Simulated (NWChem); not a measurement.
# UHF/3-21G run of GaHOF (SMILES [OH][Ga][F])

Aim: the vertical ionisation energy of GaHOF at UHF/3-21G, from 2 runs. 

The calculation is run with NWChem 7.3.0.

2 further runs of the same task are left out: 1 that didn't finish, 1 set aside as unsound or not needed.

## Step 1: The structure to begin with

GaHOF: 4 atoms, total charge 0, spin state doublet. As SMILES, `[OH][Ga][F]`. The coordinates come from a PBE0-D4/def2-TZVP relaxation.

Bond lengths: O1–Ga2 1.795 Å, Ga2–F3 1.759 Å, O1–H4 0.961 Å. Angles: O1–Ga2–F3 114.7°, Ga2–O1–H4 113.8°.

## Step 2: The energy at UHF/3-21G

sp.nw reads:

```
echo
start sp
title "FGaHO"
memory total 2200 mb

geometry units angstroms noautosym nocenter noautoz
  O    -0.928500    0.061200   -0.333300
  Ga    0.802400    0.214300    0.117400
  F     1.450100   -1.148000    1.023000
  H    -1.268400    0.812300   -0.827400
end

basis spherical bse
  * library 3-21G
end

scf
  nopen 1
  uhf
  thresh 1e-08
  maxiter 80
  print low
end

task scf
```

Command:

```sh
$ nwchem sp.nw > sp.out
```

Log, cut to the lines that bear on the results:

```text
[...]
  functions       =    42
[...]
  wavefunction    = UHF
[...]
         Total SCF energy =  -2087.832553458934
      One electron energy =  -3281.683389556044
      Two electron energy =   1011.481955372218
 Nuclear repulsion energy =    182.368880724892
                       Sz =      0.5000
                 Sz(Sz+1) =      0.7500
                      S^2 =      0.7574
[...]
```

It took 2.6 s on 1 thread of Intel Xeon Platinum 8488C (Sapphire Rapids), shared host; peak memory 0.096 GiB.

## Step 3: The singlet cation, same level

calc.nw reads:

```
start calc
memory stack 880 mb heap 220 mb global 1100 mb
charge 1

geometry units angstroms noautosym nocenter noautoz
O    -0.928500    0.061200   -0.333300
Ga    0.802400    0.214300    0.117400
F     1.450100   -1.148000    1.023000
H    -1.268400    0.812300   -0.827400
end

basis spherical bse
* library 3-21G
end

scf
thresh 1e-08
maxiter 80
noprint "final vectors analysis"
end

task scf energy
```

Command:

```sh
$ nwchem calc.nw > calc.out
```

Log, cut to the lines that bear on the results:

```text
[...]
  functions       =    42
[...]
  wavefunction    = RHF
[...]
         Total SCF energy =  -2087.505405403505
      One-electron energy =  -3266.375032435571
      Two-electron energy =    996.500746307173
 Nuclear repulsion energy =    182.368880724892
        Time for solution =      1.7s
[...]
```

Wall time 2.4 s (1 thread of Intel Xeon Platinum 8488C (Sapphire Rapids), shared host); peak memory 0.097 GiB.

## Step 4: Summary of results

At UHF/3-21G:

```
                                          quantity           value
                       doublet GaHOF: total energy  -2087.83255 Eh
                               doublet GaHOF: ⟨S²⟩           0.757
                      singlet cation: total energy  -2087.50541 Eh
vertical ionisation energy (to the singlet cation)        8.902 eV
```

What this shows: Removing an electron at fixed nuclei costs 8.90 eV (205 kcal/mol). Only the singlet of the ionised species was computed; a triplet could lie lower.
